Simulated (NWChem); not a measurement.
# C3H9AlO (SMILES C[CH2][Al]([CH3])[OH]) at 3 levels

Wanted: a comparison of 3 runs (HF/STO-3G, HF/3-21G, B3LYP/6-31G*) of C3H9AlO. 

The results are computed with NWChem 7.3.0.

## 1. Starting point

C3H9AlO: 14 atoms, total charge 0, spin state singlet. SMILES: `C[CH2][Al]([CH3])[OH]`. The shape is that of a PBE0-D4/def2-TZVP optimisation. This is one conformer, not always the lowest.

Bond lengths: C1–C2 1.530 Å, C2–Al3 1.963 Å, Al3–C4 1.946 Å, Al3–O5 1.705 Å, C1–H6 1.094 Å, C1–H7 1.094 Å, C1–H8 1.094 Å, C2–H9 1.098 Å, C2–H10 1.098 Å, C4–H11 1.095 Å, C4–H12 1.092 Å, C4–H13 1.095 Å, O5–H14 0.956 Å. Some angles: C1–C2–Al3 115.3°, C2–Al3–C4 123.9°, C2–Al3–O5 120.0°, C4–Al3–O5 116.2°, C1–C2–H9 110.0°, C1–C2–H10 110.0°, Al3–C2–H9 108.1°, Al3–C2–H10 108.3°, C2–C1–H6 111.7°, C2–C1–H7 111.7°.

## 2. Energy and gradient at HF/STO-3G (run 1)

Input file c3h9alo.xyz:

```xyz
14

C     -0.997800    -0.201600     1.668000
C      0.455400     0.026500     1.248900
Al     0.763600     0.141900    -0.686300
C     -0.639000    -0.052300    -2.021900
O      2.335600     0.425000    -1.282800
H     -1.650100     0.605100     1.321900
H     -1.398800    -1.129100     1.249600
H     -1.111900    -0.263300     2.754600
H      1.091800    -0.773800     1.649300
H      0.842100     0.942600     1.714600
H     -1.113200    -1.037400    -1.958700
H     -0.252900     0.069400    -3.036400
H     -1.436600     0.682800    -1.873500
H      3.098700     0.535200    -0.718400
```

Input file c3h9alo.nw:

```
start c3h9alo
memory 2200 mb

geometry units angstroms noautosym nocenter noautoz
   load format xyz c3h9alo.xyz
end

basis spherical bse
   * library STO-3G
end

scf
   thresh 1e-08
   maxiter 80
end

task scf gradient
```

Started as:

```console
$ nwchem c3h9alo.nw > c3h9alo.out
```

Log:

```text
[...]
  functions       =    38
[...]
  wavefunction    = RHF
[...]
         Total SCF energy =   -430.389203486485
      One-electron energy =  -1028.068841490981
      Two-electron energy =    380.924332879715
 Nuclear repulsion energy =    216.755305124781
        Time for solution =      2.5s
[...]
                         RHF ENERGY GRADIENTS
    atom               coordinates                        gradient
                 x          y          z           x          y          z
   1 C      -1.885569  -0.380969   3.152063    0.015330   0.002429  -0.005639
   2 C       0.860581   0.050078   2.360079   -0.027944  -0.004859   0.024837
   3 Al      1.442995   0.268152  -1.296919   -0.015105  -0.002575  -0.002117
   4 C      -1.207535  -0.098833  -3.820837   -0.010457  -0.000833  -0.014025
   5 O       4.413644   0.803134  -2.424140    0.055492   0.008492   0.026036
   6 H      -3.118237   1.143473   2.498029   -0.004329   0.003136  -0.001884
   7 H      -2.643349  -2.133690   2.361402   -0.003303  -0.004088  -0.002225
   8 H      -2.101186  -0.497565   5.205439   -0.001113  -0.000393   0.005434
   9 H       2.063203  -1.462270   3.116725    0.008928  -0.004848   0.001709
  10 H       1.591338   1.781256   3.240124    0.007232   0.007026   0.002204
  11 H      -2.103643  -1.960402  -3.701406   -0.005030  -0.008765   0.002023
[...]
```

Run time: 3.6 s. Hardware: 1 thread of AMD EPYC 9R45 (Zen 5), shared host; peak memory 0.099 GiB.

## 3. Energy and forces at HF/3-21G (run 2)

Input file run.py:

```python
from ase import Atoms
from ase.calculators.nwchem import NWChem

system = Atoms(['C', 'C', 'Al', 'C', 'O', 'H', 'H', 'H', 'H', 'H', 'H', 'H', 'H', 'H'], positions=[
    [-0.997800, -0.201600, 1.668000],
    [0.455400, 0.026500, 1.248900],
    [0.763600, 0.141900, -0.686300],
    [-0.639000, -0.052300, -2.021900],
    [2.335600, 0.425000, -1.282800],
    [-1.650100, 0.605100, 1.321900],
    [-1.398800, -1.129100, 1.249600],
    [-1.111900, -0.263300, 2.754600],
    [1.091800, -0.773800, 1.649300],
    [0.842100, 0.942600, 1.714600],
    [-1.113200, -1.037400, -1.958700],
    [-0.252900, 0.069400, -3.036400],
    [-1.436600, 0.682800, -1.873500],
    [3.098700, 0.535200, -0.718400],
])

calc = NWChem(
    label='c3h9alo',
    theory='scf',
    memory='2200 mb',
    basis='3-21G',
    basispar='spherical bse',
    scf={'nopen': '0', 'rhf': None, 'thresh': '1e-08', 'maxiter': '80'},
)
system.calc = calc

forces = system.get_forces()
print(f"energy = {system.get_potential_energy():.6f} eV")
print("forces (eV/A):")
for s, f in zip(system.symbols, forces):
    print(f"{s:2s} {f[0]:10.5f} {f[1]:10.5f} {f[2]:10.5f}")
print("dipole (e A):", system.get_dipole_moment().round(4))
```

Started as:

```console
$ export ASE_NWCHEM_COMMAND="nwchem PREFIX.nwi > PREFIX.nwo"
$ python run.py
```

Log:

```text
energy = -11790.888448 eV
forces (eV/A):
C    -0.90282   -0.14295    0.25644
C     0.83165    0.10912    0.38006
Al    0.04319    0.02751   -0.38716
C    -0.62483   -0.10007   -0.43544
O    -0.16697   -0.04345    0.44480
H     0.21232   -0.16671    0.07338
H     0.15776    0.21510    0.09112
H     0.08829    0.02509   -0.28555
H    -0.19535    0.12393   -0.00139
H    -0.15488   -0.17663   -0.01414
H     0.07251    0.16578   -0.06824
H    -0.06675   -0.02216    0.22348
H     0.12588   -0.11822   -0.08114
H     0.57994    0.10367   -0.19623
dipole (e A): [ 0.0419 -0.0059  0.3764]
```

The calculator wrote c3h9alo.nwi:

```
title "c3h9alo"

permanent_dir c3h9alo

scratch_dir c3h9alo

start c3h9alo

geometry units angstrom nocenter noautosym noautoz
  C  -9.9780000000000002e-01 -2.0160000000000000e-01 1.6679999999999999e+00
  C  4.5540000000000003e-01 2.6499999999999999e-02 1.2488999999999999e+00
  Al 7.6359999999999995e-01 1.4190000000000000e-01 -6.8630000000000002e-01
  C  -6.3900000000000001e-01 -5.2299999999999999e-02 -2.0219000000000000e+00
  O  2.3355999999999999e+00 4.2499999999999999e-01 -1.2827999999999999e+00
  H  -1.6500999999999999e+00 6.0509999999999997e-01 1.3219000000000001e+00
  H  -1.3988000000000000e+00 -1.1291000000000000e+00 1.2496000000000000e+00
  H  -1.1119000000000001e+00 -2.6329999999999998e-01 2.7545999999999999e+00
  H  1.0918000000000001e+00 -7.7380000000000004e-01 1.6493000000000000e+00
  H  8.4209999999999996e-01 9.4259999999999999e-01 1.7145999999999999e+00
  H  -1.1132000000000000e+00 -1.0374000000000001e+00 -1.9587000000000001e+00
  H  -2.5290000000000001e-01 6.9400000000000003e-02 -3.0364000000000000e+00
  H  -1.4366000000000001e+00 6.8279999999999996e-01 -1.8734999999999999e+00
  H  3.0987000000000000e+00 5.3520000000000001e-01 -7.1840000000000004e-01
end

memory 2200 mb

basis spherical bse noprint
   * library 3-21G
end

scf
  nopen 0
  rhf
  thresh 1e-08
  maxiter 80
end

task scf gradient
```

c3h9alo.nwo, cut to the lines that bear on the results:

```text
[...]
      One-electron energy =  -1028.424680739231
[... 1 line left out ...]
 Nuclear repulsion energy =    216.755305124781
[... 42 lines left out ...]
                       ROHF Final Molecular Orbital Analysis
[... 264 lines left out ...]
     1   1 0 0      0.079257      0.000000     37.024078
[...]
  wavefunction    =   RHF
                         RHF ENERGY GRADIENTS
    atom               coordinates                        gradient
                 x          y          z           x          y          z
   1 C      -1.885569  -0.380969   3.152063    0.017557   0.002780  -0.004987
   2 C       0.860581   0.050078   2.360079   -0.016173  -0.002122  -0.007391
   3 Al      1.442995   0.268152  -1.296919   -0.000840  -0.000535   0.007529
[... 10 lines of this table left out ...]
  14 H       5.855694   1.011381  -1.357579   -0.011278  -0.002016   0.003816
[...]
```

Run time: 4.2 s. Hardware: 1 thread of AMD EPYC 9R45 (Zen 5), shared host; peak memory 0.1 GiB.

## 4. Energy and gradient at B3LYP/6-31G(d) (Cartesian functions) (run 3)

Input file nw.nw:

```
start nw
memory stack 880 mb heap 220 mb global 1100 mb
charge 0

geometry noautosym nocenter noautoz
  C       -0.997800      -0.201600       1.668000
  C        0.455400       0.026500       1.248900
  Al       0.763600       0.141900      -0.686300
  C       -0.639000      -0.052300      -2.021900
  O        2.335600       0.425000      -1.282800
  H       -1.650100       0.605100       1.321900
  H       -1.398800      -1.129100       1.249600
  H       -1.111900      -0.263300       2.754600
  H        1.091800      -0.773800       1.649300
  H        0.842100       0.942600       1.714600
  H       -1.113200      -1.037400      -1.958700
  H       -0.252900       0.069400      -3.036400
  H       -1.436600       0.682800      -1.873500
  H        3.098700       0.535200      -0.718400
end

basis cartesian
  C library 6-31G*
  Al library 6-31G*
  O library 6-31G*
  H library 6-31G*
end

dft
  xc b3lyp
  grid fine
  convergence energy 1e-08
  maxiter 100
  mulliken
  noprint "final vectors analysis"
end

task dft gradient
```

Started as:

```console
$ nwchem nw.nw > nw.out
```

Log, cut to the lines that bear on the results:

```text
[...]
          Wavefunction type:  closed shell.
          No. of atoms     :    14
          No. of electrons :    48
[...]
          Charge           :     0
          Spin multiplicity:     1
[...]
          AO basis - number of functions:    97
[...]
              XC Information
              --------------
                         B3LYP Method XC Potential
                     Hartree-Fock (Exact) Exchange  0.200
                        Slater Exchange Functional  0.800 local
                    Becke 1988 Exchange Functional  0.720 non-local
              Lee-Yang-Parr Correlation Functional  0.810
                  VWN I RPA Correlation Functional  0.190 local
[...]
 d= 0,ls=0.0,diis     1   -437.3656655756 -6.54D+02  1.32D-02  9.13D-01     2.1
[...]
 d= 0,ls=0.0,diis    10   -437.4552221265 -1.34D-09  2.41D-07  1.37D-09    16.4
         Total DFT energy =     -437.455222126474
      One electron energy =    -1031.926869496284
           Coulomb energy =      424.729668870760
    Exchange-Corr. energy =      -47.013326625731
 Nuclear repulsion energy =      216.755305124781
[...]
      Total Density - Mulliken Population Analysis
     ---------------------------------------------
[...]
  wavefunction    = closed shell
                         DFT ENERGY GRADIENTS
    atom               coordinates                        gradient
                 x          y          z           x          y          z
   1 C      -1.885569  -0.380969   3.152063    0.002960   0.000486  -0.000936
   2 C       0.860581   0.050078   2.360079   -0.003935  -0.000609  -0.000045
   3 Al      1.442995   0.268152  -1.296919    0.004929   0.000827  -0.002072
   4 C      -1.207535  -0.098833  -3.820837    0.000676   0.000217   0.000985
   5 O       4.413644   0.803134  -2.424140   -0.001771  -0.000591   0.009330
   6 H      -3.118237   1.143473   2.498029    0.001458  -0.001817   0.000462
   7 H      -2.643349  -2.133690   2.361402    0.000887   0.002088   0.000590
   8 H      -2.101186  -0.497565   5.205439    0.000517   0.000184  -0.002642
   9 H       2.063203  -1.462270   3.116725   -0.000863   0.001740  -0.001400
  10 H       1.591338   1.781256   3.240124   -0.000326  -0.001758  -0.001523
  11 H      -2.103643  -1.960402  -3.701406    0.001008   0.001891   0.000407
[...]
```

Run time: 21 s. Hardware: 1 thread of AMD EPYC 9R45 (Zen 5), shared host; peak memory 0.13 GiB.

## 5. Overview of the runs

```
run                               level  Cartesian functions  iteration cap  energy (Eh)  dipole moment (D)  HOMO energy (eV)  LUMO energy (eV)  wall time
  1                           HF/STO-3G                   no             80  -430.389203               1.04             -8.02              9.61      3.6 s
  2                            HF/3-21G                   no             80  -433.307162               1.82            -10.15              3.04      4.2 s
  3  B3LYP/6-31G* (Cartesian functions)                  yes            100  -437.455222               1.40                 –                 –       21 s
```

## 6. Summary of results

| quantity | value |
| --- | --- |
| run 3: total energy | -437.45522 Eh |
| run 3: dipole moment | 1.40 D |
| run 3: largest force on an atom | 0.489 eV/Å |

**Reading.** The dipole moment (its size) runs from 1.04 D (HF/STO-3G) to 1.82 D (HF/3-21G). In run 1 the basis is minimal, so the values are rough. All runs together took 29 s, the longest 21 s.
